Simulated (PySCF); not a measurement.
CS2H4, in a box:

```
C S H
1.0
    13.00000    0.00000    0.00000
     0.00000   13.00000    0.00000
     0.00000    0.00000   12.00000
C S H
1 2 4
Direct
  0.42824 0.57377 0.48135
  0.51812 0.55703 0.59428
  0.63567 0.47815 0.52155
  0.39648 0.50018 0.45472
  0.46458 0.61287 0.41139
  0.36633 0.62186 0.51421
  0.60095 0.38137 0.53661
```

Program: PySCF 2.14.0. Alike in all runs: task atomic charges; potentials or basis pob-tzvp-rev2 (all-electron); no spin polarisation; cell as given; k mesh 1 × 1 × 1; smearing fixed.

Order these runs on this cell by their band gap on the k mesh, lowest first.
A. level BHandHLYP; exxdiv ewald
B. level B3LYP; exxdiv ewald
C. level LDA

C (4.08 eV), B (6.02 eV), A (8.73 eV).

Caveats: this is a molecule in a periodic box at the Γ point, so its band gap is the HOMO-LUMO gap; the basis of atomic orbitals isn't converged, which shifts pressures, moduli and gaps; this basis is made for solids and lacks diffuse functions, so gaps of a molecule come out too wide by an eV or more.

A k mesh can miss the band edges.

Not every run made on this cell is shown here.
